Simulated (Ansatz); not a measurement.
**C2H7InO3: basis-set convergence**

Aim: see how fast density functionals converge with the basis set for C2H7InO3.

The runs use Ansatz 0.2.0, Gaussian basis; one geometry, several basis sets.

Plan: PBE0-D4/def2-SVP; ωB97M-V/def2-SVP; PBE0-D4/def2-QZVPP; ωB97M-V/def2-QZVPP; the functionals' def2-TZVPP values are taken from earlier runs.

### 1 The geometry

The geometry comes from an earlier relaxation with PBE0-D4 in a triple-zeta def2 set; it is a stationary point, not always the lowest conformer. In takes the def2 core potential; no spin-orbit term is included.

SMILES `C[O][In]([OH])[O]C`, 13 atoms, charge 0, spin multiplicity 1.

Atoms are counted from 1 here; the program's logs count them from 0.

Bond lengths: C1–O2 1.408 Å, C1–H7 1.097 Å, C1–H8 1.097 Å, C1–H9 1.095 Å, O2–In3 1.971 Å, In3–O4 1.974 Å, In3–O5 1.971 Å, O4–H10 0.961 Å, O5–C6 1.408 Å, C6–H11 1.097 Å, C6–H12 1.095 Å, C6–H13 1.097 Å. Angles: O2–C1–H7 112.8°, O2–C1–H8 112.7°, O2–C1–H9 108.0°, H7–C1–H8 107.7°, H7–C1–H9 107.7°, H8–C1–H9 107.7°, C1–O2–In3 122.0°, O2–In3–O4 119.7°, O2–In3–O5 119.8°, O4–In3–O5 120.5°, In3–O4–H10 111.7°, In3–O5–C6 122.0°, O5–C6–H11 112.7°, O5–C6–H12 108.0°, O5–C6–H13 112.7°, H11–C6–H12 107.7°, H11–C6–H13 107.7°, H12–C6–H13 107.7°.

### 2 PBE0-D4 in def2-SVP

Input file in.yaml:

```yaml
crystal:
  periodic: [false, false, false]
  atoms:
    - {symbol: C, position_ang: [-1.514621, 0.935242, -2.040197]}
    - {symbol: O, position_ang: [-0.426808, 0.041592, -2.049938]}
    - {symbol: In, position_ang: [0.513542, -0.478307, -0.396989]}
    - {symbol: O, position_ang: [2.034862, -1.731884, -0.491401]}
    - {symbol: O, position_ang: [-0.074199, 0.254859, 1.335635]}
    - {symbol: C, position_ang: [0.561504, -0.087469, 2.544305]}
    - {symbol: H, position_ang: [-2.354869, 0.574914, -1.433342]}
    - {symbol: H, position_ang: [-1.240156, 1.932002, -1.672345]}
    - {symbol: H, position_ang: [-1.870256, 1.045956, -3.069899]}
    - {symbol: H, position_ang: [2.212086, -2.008790, -1.394291]}
    - {symbol: H, position_ang: [0.507083, -1.161461, 2.763016]}
    - {symbol: H, position_ang: [0.053019, 0.444080, 3.355474]}
    - {symbol: H, position_ang: [1.619110, 0.204568, 2.564872]}
basis:
  gaussian: {orbitals: def2-SVP}
hamiltonian: {xc: pbe0, dispersion: d4}
output: {orbitals: {seedname: orbitals}}
```

Command:

```console
$ ansatz run in.yaml --threads 4 --pin off --events-out ev --progress --plain --max-ram 11315MiB
```

The runs that follow: ωB97M-V in def2-SVP; PBE0-D4 in def2-QZVPP; ωB97M-V in def2-QZVPP.

Q: Predict the results of all the runs planned. Wanted: PBE0-D4: double and triple zeta above quadruple; ωB97M-V: double and triple zeta above quadruple.

The runs gave:

```
                                       quantity           value
PBE0-D4: double and triple zeta above quadruple  11.04, 0.56 eV
ωB97M-V: double and triple zeta above quadruple  11.34, 0.54 eV
```

In words: For PBE0-D4 the step from double to triple zeta gains 10.48 eV and the next only 0.56 eV. Total energies overstate the basis error of differences, where much of it tends to cancel.
